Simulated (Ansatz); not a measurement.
**GaH₅S: vertical ionisation energy**

One table from this session's results is given with a row withheld; the runs are named, their logs left out.

Computed with Ansatz 0.2.0, Gaussian basis. Level: unrestricted cation, the program's frozen cores in correlated methods.

Levels to be run: UKS PBE-D4/def2-TZVPP; UKS r2SCAN-D4/def2-TZVPP; UKS PBE0-D4/def2-TZVPP; UKS B3LYP-D4/def2-TZVPP; UKS wB97X-V/def2-TZVPP; UKS wB97M-V/def2-TZVPP; UKS B2PLYP/def2-TZVPP; UHF-CCSD(T)/def2-TZVPP; UHF-MP2/def2-QZVPP; extrapolation to the limit; then −ε(HOMO) from the neutral's earlier runs with LDA (SPW92), PBE-D4, revPBE-D4, BLYP-D4, r2SCAN-D4, B97M-V, PBE0-D4, B3LYP-D4, r2SCANh-D4, r2SCAN0-D4, HSE06-D4, BHLYP-D4, CAM-B3LYP-D4, LC-ωPBE, ωB97X-V, ωB97M-V.

### The relaxed structure

All runs share one geometry, relaxed beforehand with PBE0-D4 in a triple-zeta def2 set.

SMILES `[SH2+][GaH3-]`, 7 atoms, charge 0, spin multiplicity 1.

Atoms are counted from 1 here; the program's logs count them from 0.

Bond lengths: S1–Ga2 2.599 Å, S1–H3 1.343 Å, S1–H4 1.343 Å, Ga2–H5 1.574 Å, Ga2–H6 1.574 Å, Ga2–H7 1.576 Å. Angles: Ga2–S1–H3 97.6°, Ga2–S1–H4 97.6°, H3–S1–H4 92.7°, S1–Ga2–H5 94.8°, S1–Ga2–H6 94.9°, S1–Ga2–H7 97.5°, H5–Ga2–H6 119.2°, H5–Ga2–H7 118.9°, H6–Ga2–H7 118.9°.

Set-up of the first run:

in.yaml

```yaml
crystal:
  periodic: [false, false, false]
  atoms:
    - {symbol: S, position_ang: [-0.794536, -1.301597, 0.079933]}
    - {symbol: Ga, position_ang: [0.181565, 1.099424, -0.113747]}
    - {symbol: H, position_ang: [-0.081618, -1.698247, 1.147227]}
    - {symbol: H, position_ang: [0.042087, -1.903590, -0.781675]}
    - {symbol: H, position_ang: [-0.401254, 1.363674, -1.552185]}
    - {symbol: H, position_ang: [-0.587463, 1.657832, 1.141352]}
    - {symbol: H, position_ang: [1.702420, 0.714404, 0.033395]}
basis:
  gaussian: {orbitals: def2-TZVPP}
total_charge: 1
magnetization: {spin_polarized: true, initial_magnetization: 1}
hamiltonian: {xc: pbe, dispersion: d4}
```

Among the steps run: Cation, UKS PBE-D4/def2-TZVPP; Cation, UKS r2SCAN-D4/def2-TZVPP; Cation, UKS PBE0-D4/def2-TZVPP; Cation, UKS B3LYP-D4/def2-TZVPP; Cation, UKS wB97X-V/def2-TZVPP; Cation, UKS wB97M-V/def2-TZVPP; Cation, UKS B2PLYP (frozen core)/def2-TZVPP; Cation, UHF-CCSD(T)/def2-TZVPP; Cation, UHF-MP2/def2-QZVPP.

One table of the session follows, with a row left open; its other results are not shown here.

It belongs to the step «Ionisation energies side by side». For comparison, −ε(HOMO) of the neutral from earlier runs:

| functional | −ε(HOMO) (eV) |
| --- | --- |
| LDA (SPW92) | 6.70 |
| PBE-D4 | 6.64 |
| revPBE-D4 | 6.61 |
| BLYP-D4 | 6.55 |
| r2SCAN-D4 | 6.97 |
| B97M-V | 7.05 |
| PBE0-D4 | 7.89 |
| B3LYP-D4 | 7.70 |
| r2SCANh-D4 | 7.42 |
| r2SCAN0-D4 | 8.10 |
| HSE06-D4 | 7.48 |
| BHLYP-D4 | 9.07 |
| CAM-B3LYP-D4 | 9.29 |
| LC-ωPBE | 10.68 |
| ωB97X-V | ? |
| ωB97M-V | 10.14 |

**Question.** Estimate the row for ωB97X-V.

**Answer.** −ε(HOMO) (eV): 10.33. In the column «−ε(HOMO) (eV)» it lies between ωB97M-V (10.14) and LC-ωPBE (10.68).
